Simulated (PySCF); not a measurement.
# A gas-phase reaction: ClFZn + CH4 → CH3ClZn + FH

Aim: the reaction energy of `[F][Zn][Cl]` + `C` → `[CH3][Zn][Cl]` + `F`.

Programs: PySCF 2.14.0. All values are calculated, for the isolated system unless a continuum is named. Atoms count from 0, parts from 1.

### 1 The system as given

Each species was relaxed by itself at PBE0-D3(BJ)/def2-SVPD.

### 2 Reaction energy: wB97M-D3(BJ)/def2-TZVPD

The job: settings as JSON, then the geometry in Å.

```
{"job": {"kind": "react", "xc": "wB97M-D3(BJ)", "basis": "def2-TZVPD"}, "charge": 0, "multiplicity": 1}
-1 ClFZn charge 0 multiplicity 1
F      0.071430    -0.604890     1.764160
Zn     0.005050    -0.040030     0.111460
Cl    -0.076480     0.644920    -1.875620

-1 CH4 charge 0 multiplicity 1
C      0.000720     0.000230     0.001580
H     -0.582010    -0.845430    -0.384000
H     -0.492680     0.940350    -0.274310
H      0.068410    -0.070280     1.094210
H      1.009140    -0.023730    -0.429560

+1 CH3ClZn charge 0 multiplicity 1
C     -0.421500     0.637550     0.241170
Zn     0.591060    -0.892320    -0.338270
Cl     1.714110    -2.593810    -0.982950
H     -0.313550     0.791050     1.324870
H     -0.079210     1.550950    -0.266560
H     -1.491050     0.506620     0.021820

+1 FH charge 0 multiplicity 1
F      0.458920     0.019130    -0.026690
H     -0.458920    -0.019130     0.026690
```

Level: wB97M-D3(BJ)/def2-TZVPD reaction energy of separated species, gas phase.

Started as:

```console
> OMP_NUM_THREADS=1 python cluster_run.py task.json out
```

This one command runs all jobs of the session in turn.

**Question.** The jobs that follow are: PBE0-D3(BJ)/def2-TZVPD reaction energy of separated species, gas phase; MP2/def2-TZVPD reaction energy of separated species, gas phase. Predict: reaction energy (wB97M-D3(BJ)/def2-TZVPD); ΔH, ΔG at 298 K (xTB thermal terms). Thermal terms come from harmonic xTB runs on each species.

The runs gave:

| quantity | value |
| --- | --- |
| reaction energy (wB97M-D3(BJ)/def2-TZVPD) | 16.62 kcal/mol |
| ΔH, ΔG at 298 K (xTB thermal terms) | +15.4, +15.9 kcal/mol |
| range of the reaction energy over the runs of this table | 15.44 to 16.62 kcal/mol |

What this shows: The reaction is endothermic by 15.4 kcal/mol in the gas phase; dispersion gives -0.49, and xTB itself gave 32.26 for the electronic energy (xTB energies and thermal terms come from the earlier relaxation of each species, not shown). No barrier was sought. xTB and this level differ widely in the electronic energy, so what comes from xTB (the thermal terms above all) is less safe here. The reaction energy runs from 15.44 (PBE0-D3(BJ)/def2-TZVPD) to 16.62 kcal/mol (wB97M-D3(BJ)/def2-TZVPD).
